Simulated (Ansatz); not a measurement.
# C₄H₉LiO: one species, many methods

An exercise on one series of results from a longer session: the logs are not shown, and one member is left open.

The runs use Ansatz 0.2.0, Gaussian basis; functionals in def2-TZVPP, the program's frozen cores in correlated methods.

Levels to be run: LDA (SPW92), PBE-D4, revPBE-D4, BLYP-D4, r2SCAN-D4, B97M-V, PBE0-D4, B3LYP-D4, r2SCANh-D4, r2SCAN0-D4, HSE06-D4, BHLYP-D4, CAM-B3LYP-D4, LC-ωPBE, ωB97X-V, ωB97M-V, B2PLYP, PBE-QIDH; CCSD(T)/def2-SVP; CCSD(T)/def2-TZVPP; MP2/def2-QZVPP; extrapolation to the limit; RPA on PBE.

**The geometry**

The geometry comes from an earlier relaxation with PBE0-D4 in a triple-zeta def2 set; it is a stationary point, not always the lowest conformer.

15 atoms, charge 0, spin multiplicity 1.

Atoms are counted from 1 here; the program's logs count them from 0.

Bond lengths: Li1–O2 1.582 Å, O2–C3 1.374 Å, C3–C4 1.532 Å, C3–C5 1.532 Å, C3–C6 1.532 Å, C4–H7 1.093 Å, C4–H8 1.094 Å, C4–H9 1.093 Å, C5–H10 1.093 Å, C5–H11 1.093 Å, C5–H12 1.094 Å, C6–H13 1.093 Å, C6–H14 1.094 Å, C6–H15 1.093 Å. Angles: Li1–O2–C3 180.0°, O2–C3–C4 109.8°, O2–C3–C5 109.8°, O2–C3–C6 109.8°, C4–C3–C5 109.2°, C4–C3–C6 109.1°, C5–C3–C6 109.2°, C3–C4–H7 109.7°, C3–C4–H8 112.3°, C3–C4–H9 109.7°, H7–C4–H8 108.5°, H7–C4–H9 108.2°, H8–C4–H9 108.5°, C3–C5–H10 109.7°, C3–C5–H11 109.7°, C3–C5–H12 112.3°, H10–C5–H11 108.2°, H10–C5–H12 108.5° and more.

The first run:

in.yaml

```yaml
crystal:
  periodic: [false, false, false]
  atoms:
    - {symbol: Li, position_ang: [1.917414, -1.559223, 1.960733]}
    - {symbol: O, position_ang: [0.954982, -0.778211, 0.978267]}
    - {symbol: C, position_ang: [0.118535, -0.100465, 0.124375]}
    - {symbol: C, position_ang: [-1.308426, -0.639903, 0.259823]}
    - {symbol: C, position_ang: [0.590952, -0.286483, -1.320581]}
    - {symbol: C, position_ang: [0.125958, 1.392232, 0.467173]}
    - {symbol: H, position_ang: [-1.652313, -0.515868, 1.290254]}
    - {symbol: H, position_ang: [-2.010986, -0.127209, -0.404344]}
    - {symbol: H, position_ang: [-1.322487, -1.706970, 0.021900]}
    - {symbol: H, position_ang: [1.611849, 0.090639, -1.425704]}
    - {symbol: H, position_ang: [0.592958, -1.350310, -1.573046]}
    - {symbol: H, position_ang: [-0.048074, 0.238674, -2.037101]}
    - {symbol: H, position_ang: [1.142439, 1.785313, 0.379090]}
    - {symbol: H, position_ang: [-0.528285, 1.972462, -0.190742]}
    - {symbol: H, position_ang: [-0.206218, 1.534521, 1.499102]}
basis:
  gaussian: {orbitals: def2-TZVPP}
hamiltonian: {xc: lda}
output: {orbitals: {seedname: orbitals}}
```

Command:

```
$ ansatz run in.yaml --threads 4 --pin off --events-out ev --progress --plain --max-ram 10444MiB
```

Steps of the session up to this table: LDA; PBE-D4 (GGA); revPBE-D4 (GGA); BLYP-D4 (GGA); r2SCAN-D4 (meta-GGA); B97M-V (meta-GGA); PBE0-D4 (hybrid); B3LYP-D4 (hybrid); r2SCANh-D4 (hybrid); r2SCAN0-D4 (hybrid); HSE06-D4 (hybrid); BHLYP-D4 (hybrid); CAM-B3LYP-D4 (range-separated); LC-ωPBE (range-separated); ωB97X-V (range-separated); ωB97M-V (range-separated); B2PLYP (double hybrid); PBE-QIDH (double hybrid).

One of the session's tables, all rows but one given; the rest of the session is left out.

It belongs to the step «Orbital energies across the functionals». 

| functional | HOMO (eV) | LUMO (eV) | gap (eV) |
| --- | --- | --- | --- |
| LDA (SPW92) | -4.68 | -1.43 | 3.24 |
| PBE-D4 | -4.48 | -1.53 | 2.95 |
| revPBE-D4 | -4.40 | -1.61 | 2.79 |
| BLYP-D4 | -4.42 | -1.56 | 2.86 |
| r2SCAN-D4 | -4.65 | -0.89 | 3.76 |
| B97M-V | -4.82 | -1.42 | 3.40 |
| PBE0-D4 | ? | ? | ? |
| B3LYP-D4 | -5.67 | -1.26 | 4.41 |
| r2SCANh-D4 | -5.19 | -0.78 | 4.41 |
| r2SCAN0-D4 | -6.01 | -0.63 | 5.38 |
| HSE06-D4 | -5.45 | -1.29 | 4.15 |
| BHLYP-D4 | -7.24 | -0.72 | 6.52 |
| CAM-B3LYP-D4 | -7.31 | -0.59 | 6.73 |
| LC-ωPBE | -8.56 | 0.14 | 8.70 |
| ωB97X-V | -8.28 | 0.13 | 8.40 |
| ωB97M-V | -8.26 | -0.48 | 7.78 |

Estimate the missing values for PBE0-D4.

As computed: HOMO (eV): -5.85; LUMO (eV): -1.01; gap (eV): 4.84. In the column «HOMO (eV)» it lies between r2SCAN0-D4 (-6.01) and B3LYP-D4 (-5.67).
